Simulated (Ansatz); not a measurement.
## GdCu, space group Pm-3m: a comparison of magnetic orders, step by step

With the Ansatz DFT code, driven from Python.

The cells in order, each with its output:

```python
from dataclasses import dataclass

import ansatz as az
import numpy as np
```

```python
@dataclass
class Options:
    kspacing: float = 0.52
    xc: str = 'pbesol'
    vdw: str = 'd3bjatm'
    filling: str = 'Methfessel-Paxton'
    sigma: float = 0.05
```

```python
cfg = Options()
```

```python
def count_gap(report):
    # lowest empty less highest filled band, counting bands; zero where they overlap
    return max(report.get('gap_by_band_count_ev') or 0.0, 0.0)
```

```python
CELL = [
    (3.502, 0.0, 0.0),
    (0.0, 7.004, 0.0),
    (0.0, 0.0, 3.502),
]
ATOMS = [
    ('Gd', (0.5, 0.25, 0.5)),
    ('Cu', (0.0, 0.0, 0.0)),
    ('Gd', (0.5, 0.75, 0.5)),
    ('Cu', (0.0, 0.5, 0.0)),
]


def ordered(moments):
    crystal = az.Crystal(lattice=az.Lattice.of(CELL))
    for (symbol, position), moment in zip(ATOMS, moments):
        crystal = crystal.atom(symbol, position, moment=moment or None)
    return crystal

# starting moments in muB, one an atom
orders = {
    'FM': [7, 0, 7, 0],
    'AFM': [7, 0, -7, 0],
}
```

```python
rows = []
for label, moments in orders.items():
    calculation = ordered(moments).calculation()
    calculation = calculation.kpoints(spacing=cfg.kspacing)
    calculation = calculation.functional(cfg.xc, dispersion=cfg.vdw)
    calculation = calculation.occupations(cfg.filling, width=cfg.sigma).basis(35 * az.Ry, xc_grid=3)
    calculation = calculation.mixing('msr1', preconditioner='local_kerker')
    calculation = calculation.spin('collinear').band_table()
    data = calculation.run(threads=1).report
    rows.append((label, data['free_energy_ev'], data['magnetization_mub'], data['absolute_magnetization_mub'], max(abs(m) for m in data['site_moments_mub']), count_gap(data)))
    print(label, 'site moments:', [round(m, 2) for m in data['site_moments_mub']])
```

    FM site moments: [7.15, 0.08, 7.15, 0.08]
    AFM site moments: [6.97, 0.0, -6.97, -0.0]

```python
# the same cell with no spin polarisation
plain = (
    ordered([0] * len(ATOMS)).calculation()
    .kpoints(spacing=cfg.kspacing)
    .functional(cfg.xc, dispersion=cfg.vdw)
    .occupations(cfg.filling, width=cfg.sigma)
    .basis(35 * az.Ry, xc_grid=3)
    .mixing('msr1', preconditioner='local_kerker')
    .band_table()
)
data = plain.run(threads=1).report
rows.append(('NM', data['free_energy_ev'], 0.0, 0.0, 0.0, count_gap(data)))
```

```python
lowest = min(row[1] for row in rows)
rows = [(row[0], 1000 * (row[1] - lowest) / 2, *row[2:]) for row in sorted(rows, key=lambda row: row[1])]
print('         order  meV/magnetic atom         net muB    absolute muB  largest site muB  gap by band count eV')
for row in rows:
    print(f'{str(row[0]):>14s}  {row[1]:17.2f}  {row[2]:14.3f}  {row[3]:14.3f}  {row[4]:16.3f}  {row[5]:20.3f}')
print('lowest of these starts:', rows[0][0])
```

             order  meV/magnetic atom         net muB    absolute muB  largest site muB  gap by band count eV
                FM               0.00          15.051          15.059             7.148                 0.000
               AFM              33.03           0.000          14.208             6.966                 0.000
                NM            7485.85           0.000           0.000             0.000                 0.000
    lowest of these starts: FM

In order of energy: ferromagnetic (+0.0 meV an atom, largest site moment 7.15 μB), antiferro- or ferrimagnetic (+16.5 meV an atom, largest site moment 6.97 μB) and non-magnetic (+3742.9 meV an atom, largest site moment 0.00 μB). These are the states reached from the starts typed.

These settings explore the input space; cutoff and mesh may be short of convergence. Open f shells: without a Hubbard U, without spin-orbit coupling; the state reached hangs on the start and needn't be the lowest. Dispersion corrections can be off by several per cent in the lattices of metals, and by several GPa in the pressure at a fixed cell. The mesh is modest for a metal, so energies can be off by several to tens of meV an atom and pressures by half a GPa or more; differences at equal mesh fare better. A gap by band count of zero or less means overlapping bands, a metal. The starting cell is as deposited in a crystallographic database; the results hold for this polymorph, which needn't be the stable one. Gaps and levels are Kohn-Sham values on a finite set of k-points, without spin-orbit coupling. Each row is the state reached from that start at the given structure, not necessarily the lowest of its order; other orders weren't tried. The whole script took 49 s on 1 thread of Arm Neoverse V1, with other jobs on the host, peak memory 0.57 GiB.
